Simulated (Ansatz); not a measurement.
# Cl3H5Si2: the cost of one run

Program: Ansatz 0.2.0, Gaussian basis. Level of theory: PBE0-D4, def2-SVP first, then def2-TZVP. These are calculated values, not measurements.

152 further runs of the same task are left out: 152 set aside as unsound or not needed. Runs told in other sessions of the task aren't counted.

### Step 1. Where the work starts

The guess: 10 atoms, charge 0, spin multiplicity 1.

Atoms are counted from 1 here; the program's logs count them from 0.

Bond lengths: Si1–Cl3 2.025 Å, Si1–Cl4 2.025 Å, Si1–H5 1.460 Å, Si1–H6 1.704 Å, Si7–H8 1.447 Å, Si7–H9 1.447 Å, Si7–H10 1.474 Å. Angles: Cl3–Si1–Cl4 109.4°, Cl3–Si1–H5 104.7°, Cl3–Si1–H6 102.5°, Cl4–Si1–H5 103.7°, Cl4–Si1–H6 94.4°, H5–Si1–H6 139.8°, H8–Si7–H9 123.9°, H8–Si7–H10 109.0°, H9–Si7–H10 109.0°.

Geometry (Å):

```mol
Cl3H5Si2
  3D, bonds by distance, orders not assigned

 10  7  0  0  0  0  0  0  0  0999 V2000
   -0.9758   -0.9073    0.0503 Si  0  0
    2.3384   -0.6138    0.9218 Cl  0  0
   -0.8397   -1.9343   -1.6895 Cl  0  0
   -1.3238   -2.2011    1.5682 Cl  0  0
   -2.2246   -0.1582   -0.0586 H   0  0
    0.6587   -0.6584    0.4614 H   0  0
    0.5483    1.3509   -0.2439 Si  0  0
    0.8167    1.8697    1.0804 H   0  0
    1.5672    1.1422   -1.2499 H   0  0
   -0.5653    2.1103   -0.8402 H   0  0
  1  3  8  0
  1  4  8  0
  1  5  8  0
  1  6  8  0
  7  8  8  0
  7  9  8  0
  7 10  8  0
M  END
```

Distances that are to change: Si1–Si7 2.74 Å, Cl2–H6 1.74 Å, Si1–Cl2 3.44 Å, H6–Si7 2.13 Å.

### Step 2. Relaxing the guess with the reacting distances held

Input file hold/in.yaml:

```yaml
crystal:
  periodic: [false, false, false]
  atoms:
    - {symbol: Si, position_ang: [-0.975800, -0.907300, 0.050300]}
    - {symbol: Cl, position_ang: [2.338400, -0.613800, 0.921800]}
    - {symbol: Cl, position_ang: [-0.839700, -1.934300, -1.689500]}
    - {symbol: Cl, position_ang: [-1.323800, -2.201100, 1.568200]}
    - {symbol: H, position_ang: [-2.224600, -0.158200, -0.058600]}
    - {symbol: H, position_ang: [0.658700, -0.658400, 0.461400]}
    - {symbol: Si, position_ang: [0.548300, 1.350900, -0.243900]}
    - {symbol: H, position_ang: [0.816700, 1.869700, 1.080400]}
    - {symbol: H, position_ang: [1.567200, 1.142200, -1.249900]}
    - {symbol: H, position_ang: [-0.565300, 2.110300, -0.840200]}
basis:
  gaussian: {orbitals: def2-SVP}
hamiltonian: {xc: pbe0, dispersion: d4}
relax: {f_tol: 0.04, max_steps: 150, escape_saddle: false, constraints: [{distance: [0, 6]}, {distance: [1, 5]}, {distance: [0, 1]}, {distance: [5, 6]}]}
```

On the command line:

```bash
ansatz run in.yaml --threads 8 --pin off --events-out ev --progress --plain --max-ram 19148MiB
```

**Question.** How long does this run take on 8 threads of Arm Neoverse V1, shared host?

About 13 s.
